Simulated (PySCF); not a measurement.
# APF/cc-pwCVDZ (NVT Berendsen dynamics) run of BClF2 (chlorodifluoroborane)

Wanted: a short trajectory of BClF2 (chlorodifluoroborane). The job is set up through a Python script.

The calculation is run with PySCF 2.14.0.

8 further runs of the same task are left out: 1 that didn't finish, 7 set aside as unsound or not needed.

## Step 1: The molecule

BClF2: 4 atoms, total charge 0, spin state singlet. SMILES: `FB(F)Cl`. The coordinates come from a PBE0-D4/def2-TZVP relaxation. The run starts from this shape.

Bond lengths: F1–B2 1.310 Å, B2–F3 1.310 Å, B2–Cl4 1.740 Å. Angles: F1–B2–F3 119.0°, F1–B2–Cl4 120.5°, F3–B2–Cl4 120.5°.

## Step 2: A short trajectory at APF/cc-pwCVDZ (NVT Berendsen dynamics)

mol.sdf reads:

```

     RDKit          3D

  4  3  0  0  0  0  0  0  0  0999 V2000
   -0.1737   -1.2543   -0.5463 F   0  0  0  0  0  0  0  0  0  0  0  0
   -0.0671   -0.0413   -0.0620 B   0  0  0  0  0  0  0  0  0  0  0  0
   -1.0116    0.8301   -0.3177 F   0  0  0  0  0  0  0  0  0  0  0  0
    1.3079    0.4053    0.9057 Cl  0  0  0  0  0  0  0  0  0  0  0  0
  2  1  1  0
  3  2  1  0
  4  2  1  0
M  END
$$$$
```

run.py reads:

```python
import numpy
from pyscf import gto, dft
from pyscf import md
from rdkit import Chem

rd = Chem.MolFromMolFile('mol.sdf', removeHs=False, sanitize=False)
xyz = rd.GetConformer().GetPositions()
geom = [(a.GetSymbol(), tuple(x)) for a, x in zip(rd.GetAtoms(), xyz)]
for s, x in geom:
    print('%-2s %12.6f %12.6f %12.6f' % (s, *x))

mol = gto.Mole()
mol.atom = geom
mol.verbose = 3
mol.basis = 'cc-pwcvdz'
mol.max_memory = 1860
mol.build()

mf = dft.RKS(mol)
mf.xc = 'apf'
veloc = md.distributions.MaxwellBoltzmannVelocity(mol, T=200, rng=numpy.random.default_rng(37))
frames = []
dyn = md.integrators.NVTBerendson(mf.nuc_grad_method().as_scanner(), dt=20.7, steps=25, veloc=veloc, T=200, taut=500, incore_anyway=True, frames=frames)
dyn.run()
print('time (au)  E_pot  E_kin  E_tot')
for f in frames:
    print('%8.1f %15.8f %12.8f %15.8f' % (f.time, f.epot, f.ekin, f.etot))
```

The run is started by

```
$ OMP_NUM_THREADS=1 python run.py
```

The log of the run:

```text
F     -0.173700    -1.254300    -0.546300
B     -0.067100    -0.041300    -0.062000
F     -1.011600     0.830100    -0.317700
Cl     1.307900     0.405300     0.905700

[... 1 line left out ...]
converged SCF energy = -684.643055266523
[... 44 lines left out ...]
------------ NVTBerendson final velocity -----------
[... 53 lines left out ...]
------------ NVTBerendson final velocity -----------
[... 53 lines left out ...]
------------ NVTBerendson final velocity -----------
[... 53 lines left out ...]
------------ NVTBerendson final velocity -----------
[... 53 lines left out ...]
------------ NVTBerendson final velocity -----------
[... 53 lines left out ...]
------------ NVTBerendson final velocity -----------
[... 53 lines left out ...]
------------ NVTBerendson final velocity -----------
[... 53 lines left out ...]
------------ NVTBerendson final velocity -----------
[... 53 lines left out ...]
------------ NVTBerendson final velocity -----------
[... 53 lines left out ...]
------------ NVTBerendson final velocity -----------
[... 53 lines left out ...]
------------ NVTBerendson final velocity -----------
[... 53 lines left out ...]
------------ NVTBerendson final velocity -----------
[... 2 lines left out ...]
1 B    -0.0000826719    -0.0001357700    -0.0000696964
2 F    -0.0002158932    -0.0001751556     0.0001257288
3 Cl     0.0001180683    -0.0001196353     0.0000791142
----------------------------------------------
Ekin =   0.0036804413789
Epot = -684.6416441153245
Etot = -684.6379636739456

BOMD Time 496.80
converged SCF energy = -684.641632944022
--------------- RKS_Scanner gradients ---------------
         x                y                z
0 F    -0.0032934357    -0.0106994672    -0.0046217179
1 B     0.0129739785     0.0075058731     0.0055063813
2 F    -0.0197422107     0.0052345614    -0.0071142096
3 Cl     0.0103989709    -0.0021845037     0.0063801666
----------------------------------------------
----------- NVTBerendson final geometry -----------
         x                y                z
0 F    -0.2637967230    -2.3796022105    -1.1054877202
1 B    -0.0988527205    -0.0639452432    -0.1013083423
2 F    -2.0624722290     1.4839322419    -0.5539531841
3 Cl     2.5390138859     0.7003384574     1.7558504069
----------------------------------------------
------------ NVTBerendson final velocity -----------
         x                y                z
0 F     0.0001530107     0.0000749206    -0.0001023292
1 B    -0.0000965559    -0.0001444592    -0.0000760530
2 F    -0.0002043244    -0.0001783526     0.0001300557
3 Cl     0.0001149239    -0.0001189795     0.0000771964
----------------------------------------------
Ekin =   0.0036736105451
Epot = -684.6416329440224
Etot = -684.6379593334773
time (au)  E_pot  E_kin  E_tot
     0.0   -684.64305527   0.00603458   -684.63702068
    20.7   -684.64312812   0.00601436   -684.63711376
    41.4   -684.64317401   0.00596803   -684.63720598
[... 21 lines of this table left out ...]
   496.8   -684.64163294   0.00367361   -684.63795933
```

Run time: 2.6 min. Hardware: 1 thread of Arm Neoverse V2, shared host; peak memory 0.77 GiB.

The path in brief:

```csv
step,potential energy change (eV)
0,0.0000
1,-0.0020
2,-0.0032
3,-0.0037
4,-0.0034
5,-0.0024
6,-0.0007
7,0.0016
8,0.0043
9,0.0074
10,0.0108
11,0.0143
12,0.0178
13,0.0212
14,0.0244
15,0.0273
16,0.0299
17,0.0322
18,0.0340
19,0.0355
20,0.0366
21,0.0374
22,0.0380
23,0.0384
24,0.0387
```
